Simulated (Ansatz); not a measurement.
**GeH₁₁NSi₃: a ladder of functionals and wavefunction methods**

The task here is to estimate one member of a computed series from the others.

The runs use Ansatz 0.2.0, Gaussian basis; functionals in def2-TZVPP, the program's frozen cores in correlated methods.

Levels to be run: LDA (SPW92), PBE-D4, revPBE-D4, BLYP-D4, r2SCAN-D4, B97M-V, PBE0-D4, B3LYP-D4, r2SCANh-D4, r2SCAN0-D4, HSE06-D4, BHLYP-D4, CAM-B3LYP-D4, LC-ωPBE, ωB97X-V, ωB97M-V, B2PLYP, PBE-QIDH; CCSD(T)/def2-SVP; MP2/def2-TZVPP; MP2/def2-QZVPP; RPA on PBE.

**The relaxed structure**

An earlier PBE0-D4 in a triple-zeta def2 set relaxation fixed the geometry.

16 atoms, charge 0, spin multiplicity 1.

Atoms are counted from 1 here; the program's logs count them from 0.

Bond lengths: Si1–Si2 2.345 Å, Si1–H6 1.490 Å, Si1–H7 1.489 Å, Si1–H8 1.488 Å, Si2–N3 1.734 Å, Si2–H9 1.491 Å, Si2–H10 1.492 Å, N3–Si4 1.729 Å, N3–Ge5 1.854 Å, Si4–H11 1.489 Å, Si4–H12 1.488 Å, Si4–H13 1.488 Å, Ge5–H14 1.537 Å, Ge5–H15 1.537 Å, Ge5–H16 1.538 Å. Angles: Si2–Si1–H6 110.0°, Si2–Si1–H7 111.2°, Si2–Si1–H8 110.2°, H6–Si1–H7 108.4°, H6–Si1–H8 108.1°, H7–Si1–H8 108.8°, Si1–Si2–N3 111.9°, Si1–Si2–H9 109.2°, Si1–Si2–H10 109.4°, N3–Si2–H9 110.9°, N3–Si2–H10 107.3°, H9–Si2–H10 108.1°, Si2–N3–Si4 120.5°, Si2–N3–Ge5 119.8°, Si4–N3–Ge5 119.7°, N3–Si4–H11 107.7°, N3–Si4–H12 111.5°, N3–Si4–H13 111.9° and more.

Set-up of the first run:

in.yaml

```yaml
crystal:
  periodic: [false, false, false]
  atoms:
    - {symbol: Si, position_ang: [0.704298, 1.570053, -1.985783]}
    - {symbol: Si, position_ang: [1.239828, -0.132135, -0.463714]}
    - {symbol: N, position_ang: [-0.100749, -0.525450, 0.563342]}
    - {symbol: Si, position_ang: [-0.931257, -2.031165, 0.385549]}
    - {symbol: Ge, position_ang: [-0.673197, 0.694319, 1.836699]}
    - {symbol: H, position_ang: [0.225225, 2.776304, -1.254029]}
    - {symbol: H, position_ang: [1.888154, 1.955229, -2.802609]}
    - {symbol: H, position_ang: [-0.382453, 1.120879, -2.898344]}
    - {symbol: H, position_ang: [2.423141, 0.285151, 0.342310]}
    - {symbol: H, position_ang: [1.602411, -1.370215, -1.212821]}
    - {symbol: H, position_ang: [-2.107906, -2.010727, 1.297774]}
    - {symbol: H, position_ang: [-1.406053, -2.230105, -1.011019]}
    - {symbol: H, position_ang: [-0.066456, -3.188802, 0.741515]}
    - {symbol: H, position_ang: [0.329157, 1.859109, 1.802869]}
    - {symbol: H, position_ang: [-0.680221, 0.016988, 3.216241]}
    - {symbol: H, position_ang: [-2.086821, 1.187865, 1.486320]}
basis:
  gaussian: {orbitals: def2-TZVPP}
hamiltonian: {xc: lda}
output: {orbitals: {seedname: orbitals}}
```

Command:

```console
> ansatz run in.yaml --threads 4 --pin off --events-out ev --progress --plain --max-ram 11315MiB
```

Among the steps run: LDA; PBE-D4 (GGA); revPBE-D4 (GGA); BLYP-D4 (GGA); r2SCAN-D4 (meta-GGA); B97M-V (meta-GGA); PBE0-D4 (hybrid); B3LYP-D4 (hybrid); r2SCANh-D4 (hybrid); r2SCAN0-D4 (hybrid); HSE06-D4 (hybrid); BHLYP-D4 (hybrid); CAM-B3LYP-D4 (range-separated); LC-ωPBE (range-separated); ωB97X-V (range-separated); ωB97M-V (range-separated); B2PLYP (double hybrid); PBE-QIDH (double hybrid).

One of the session's tables, all rows but one given; the rest of the session is left out.

It belongs to the step «Orbital energies across the functionals». 

| functional | HOMO (eV) | gap (eV) |
| --- | --- | --- |
| LDA (SPW92) | -6.05 | 4.34 |
| PBE-D4 | -5.98 | 4.53 |
| revPBE-D4 | -5.95 | 4.61 |
| BLYP-D4 | -5.86 | 4.61 |
| r2SCAN-D4 | -6.24 | 5.05 |
| B97M-V | ? | ? |
| PBE0-D4 | -7.17 | 6.56 |
| B3LYP-D4 | -6.97 | 6.22 |
| r2SCANh-D4 | -6.68 | 5.78 |
| r2SCAN0-D4 | -7.35 | 6.87 |
| HSE06-D4 | -6.78 | 5.79 |
| BHLYP-D4 | -8.27 | 8.63 |
| CAM-B3LYP-D4 | -8.45 | 8.92 |
| LC-ωPBE | -9.74 | 11.31 |
| ωB97X-V | -9.44 | 10.85 |
| ωB97M-V | -9.30 | 10.43 |

Q: Estimate the row for B97M-V from the others.

As computed: HOMO (eV): -6.45; gap (eV): 5.04. In the column «HOMO (eV)» it lies between r2SCANh-D4 (-6.68) and r2SCAN-D4 (-6.24).
